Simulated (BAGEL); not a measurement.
# Two attempts at SiBrClF (SMILES F[Si](Cl)Br)

Aim: the energy of SiBrClF at UHF/cc-pVDZ (density fitting with qzvpp-jkfit).

Program for the calculation: BAGEL 1.2.2.

1 further run of the same task is left out (it didn't finish). Runs told in other sessions of the task aren't counted.

### 1 The system as given

SiBrClF has 4 atoms, charge 0, and is taken as a doublet. SMILES: `F[Si](Cl)Br`. The Si2–Cl3 distance was set to 3.060 Å, away from the relaxed value. At this shape a bond of the SMILES string is far longer than usual.

Bond lengths: F1–Si2 1.590 Å, Si2–Br4 2.209 Å. Angles: F1–Si2–Br4 108.2°. A long bond or contact: Si2–Cl3 3.060 Å.

### 2 Try one

Contents of input.json:

```json
{ "bagel": [

{
  "title": "molecule",
  "basis": "cc-pvdz.json",
  "df_basis": "qzvpp-jkfit",
  "angstrom": true,
  "geometry": [
    { "atom": "F", "xyz": [      -0.159108,       0.284808,      -2.208782 ] },
    { "atom": "Si", "xyz": [       0.092192,      -0.780192,      -1.055782 ] },
    { "atom": "Cl", "xyz": [      -1.027100,       0.388000,       1.541900 ] },
    { "atom": "Br", "xyz": [       2.268792,      -1.121092,      -0.895282 ] }
  ]
},

{
  "title": "rohf",
  "nopen": 1
},

{
  "title": "print",
  "file": "orbitals.molden",
  "orbitals": true
}

]}
```

The basis set cc-pVDZ is read from a file made from the Basis Set Exchange's data (not shown).

The run is started by

```bash
$ BAGEL_NUM_THREADS=1 BAGEL input.json > input.out
```

What it wrote:

```text
* using 1 threads per process

  ===============================================================
  ===============================================================

  *** Geometry ***

  { "atom" : "F", "xyz" : [     -0.300671,      0.538209,     -4.173993 ] },
  { "atom" : "Si", "xyz" : [      0.174218,     -1.474349,     -1.995139 ] },
  { "atom" : "Cl", "xyz" : [     -1.940938,      0.733214,      2.913769 ] },
  { "atom" : "Br", "xyz" : [      4.287396,     -2.118557,     -1.691838 ] },

  Number of auxiliary basis functions:      599

  Since a DF basis is specified, we compute 2- and 3-index integrals:
    o Being stored without compression. Storage requirement is 0.028 GB

  Number of basis functions:       77
  Number of electrons      :       75

    * METHOD: MOLECULE                             0.38

  *** Open-shell HF ***

  === Nuclear Repulsion ===
   347.3975330446

      * DIIS with orbital gradients will be used.

  === ROHF iteration (cc-pvdz.json) ===
      0      -3420.07933159          0.02465969           0.32
      1      -3420.19161168          0.01954518           0.32
      2      -3420.24140742          0.01237642           0.31
      3      -3420.27548885          0.00112568           0.33
      4      -3420.27674395          0.00056269           0.32
      5      -3420.27708622          0.00029693           0.31
      6      -3420.27733116          0.00027933           0.31
      7      -3420.27739850          0.00028865           0.32
      8      -3420.27702078          0.00025984           0.32
      9      -3420.27624224          0.00022408           0.32
     10      -3420.27592904          0.00023314           0.31
     11      -3420.27667647          0.00023077           0.31
     12      -3420.27678072          0.00023423           0.31
     13      -3420.27684954          0.00021419           0.31
     14      -3420.27740356          0.00025305           0.32
     15      -3420.27580574          0.00019695           0.32
     16      -3420.27603720          0.00022721           0.32
     17      -3420.27613476          0.00025544           0.32
     18      -3420.27634726          0.00024909           0.32
     19      -3420.27615378          0.00024323           0.32
     20      -3420.27725711          0.00022014           0.33
     21      -3420.27759797          0.00029370           0.32
     22      -3420.27442791          0.00027884           0.33
     23      -3420.27596123          0.00030028           0.32
     24      -3420.27555035          0.00036859           0.33
     25      -3420.27681608          0.00024031           0.32
     26      -3420.27678388          0.00021273           0.33
[... 60 lines of this table left out ...]
     87      -3420.27624202          0.00025389           0.31
     88      -3420.27651751          0.00020399           0.31
     89      -3420.27739709          0.00024446           0.31
     90      -3420.27636067          0.00021226           0.31
     91      -3420.27210662          0.00072510           0.31
     92      -3420.27768638          0.00029468           0.32
     93      -3420.27465048          0.00031351           0.32
     94      -3420.27742022          0.00025218           0.31
     95      -3420.27663406          0.00022221           0.31
     96      -3420.27684755          0.00023483           0.32
     97      -3420.27730620          0.00026063           0.31
     98      -3420.27718435          0.00028982           0.32
     99      -3420.27543546          0.00018329           0.31
    * Max iteration reached in SCF.

    * S^2 (ROHF) is 0.7503

    * Permanent dipole moment:
           (   -0.877702,     1.287744,     1.667146) a.u.

    * METHOD: ROHF                                31.89

    * METHOD: PRINT                                0.02

  ===============================================================
```

It took 32 s on 1 thread of Arm Neoverse V1, shared host; peak memory 0.14 GiB.

### 3 Reading the log

The run stopped without converging.

In place of `"title": "rohf",` the sound input has `"title": "uhf",`. The next try takes another reference, UHF in place of ROHF: a different method, not a cure for the first.

### 4 Try two

input.json, as its differences from that of step 2:

```diff
@@ -16,3 +16,3 @@
 {
-  "title": "rohf",
+  "title": "uhf",
   "nopen": 1
```

The basis set cc-pVDZ is read from a file made from the Basis Set Exchange's data (not shown).

The run is started by

```bash
$ BAGEL_NUM_THREADS=1 BAGEL input.json > input.out
```

What it wrote:

```text
* using 1 threads per process

  ===============================================================
  ===============================================================

  *** Geometry ***

  { "atom" : "F", "xyz" : [     -0.300671,      0.538209,     -4.173993 ] },
  { "atom" : "Si", "xyz" : [      0.174218,     -1.474349,     -1.995139 ] },
  { "atom" : "Cl", "xyz" : [     -1.940938,      0.733214,      2.913769 ] },
  { "atom" : "Br", "xyz" : [      4.287396,     -2.118557,     -1.691838 ] },

  Number of auxiliary basis functions:      599

  Since a DF basis is specified, we compute 2- and 3-index integrals:
    o Being stored without compression. Storage requirement is 0.028 GB

  Number of basis functions:       77
  Number of electrons      :       75

    * METHOD: MOLECULE                             0.39

  *** Open-shell HF ***

  === Nuclear Repulsion ===
   347.3975330446

      * DIIS with orbital gradients will be used.

  === UHF iteration (cc-pvdz.json) ===
      0      -3420.07933159          0.02465969           0.32
      1      -3420.19685089          0.01939406           0.30
      2      -3420.24953853          0.01218950           0.32
      3      -3420.28354413          0.00124813           0.32
      4      -3420.28892145          0.00099966           0.32
      5      -3420.29218517          0.00091638           0.31
      6      -3420.29615958          0.00086999           0.33
      7      -3420.30306574          0.00043220           0.34
      8      -3420.30323237          0.00019302           0.31
      9      -3420.30331401          0.00009620           0.32
     10      -3420.30332703          0.00005772           0.32
     11      -3420.30334303          0.00003234           0.32
     12      -3420.30334658          0.00002468           0.31
     13      -3420.30334896          0.00002160           0.31
     14      -3420.30335137          0.00001776           0.32
     15      -3420.30335391          0.00001344           0.32
     16      -3420.30335501          0.00001071           0.31
     17      -3420.30335563          0.00000867           0.32
     18      -3420.30335633          0.00000535           0.32
     19      -3420.30335659          0.00000239           0.33
     20      -3420.30335660          0.00000138           0.32
     21      -3420.30335661          0.00000093           0.32
     22      -3420.30335661          0.00000071           0.33
     23      -3420.30335661          0.00000062           0.33
     24      -3420.30335662          0.00000055           0.32
     25      -3420.30335662          0.00000048           0.32
     26      -3420.30335662          0.00000042           0.32
     27      -3420.30335662          0.00000036           0.32
     28      -3420.30335662          0.00000026           0.31
     29      -3420.30335662          0.00000018           0.32
     30      -3420.30335662          0.00000011           0.33
     31      -3420.30335662          0.00000009           0.32
     32      -3420.30335662          0.00000007           0.31
     33      -3420.30335662          0.00000005           0.32
     34      -3420.30335662          0.00000004           0.33
     35      -3420.30335662          0.00000003           0.32
     36      -3420.30335662          0.00000002           0.32
     37      -3420.30335662          0.00000002           0.32
     38      -3420.30335662          0.00000001           0.32
     39      -3420.30335662          0.00000001           0.32
    * SCF iteration converged.

    * S^2 (UHF) is 0.9661

    * Permanent dipole moment:
           (   -0.007350,     0.498421,     0.245225) a.u.

    * METHOD: UHF                                 13.16

    * METHOD: PRINT                                0.02

  ===============================================================
```

Run time: 14 s. Hardware: 1 thread of Arm Neoverse V1, shared host; peak memory 0.14 GiB.

### 5 What came out

Level: UHF/cc-pVDZ (density fitting with qzvpp-jkfit).

```
     quantity           value
 total energy  -3420.30336 Eh
dipole moment          1.41 D
         ⟨S²⟩           0.966
```

In words: ⟨S²⟩ is 0.97 where a pure doublet has 0.75: the reference is spin-contaminated.
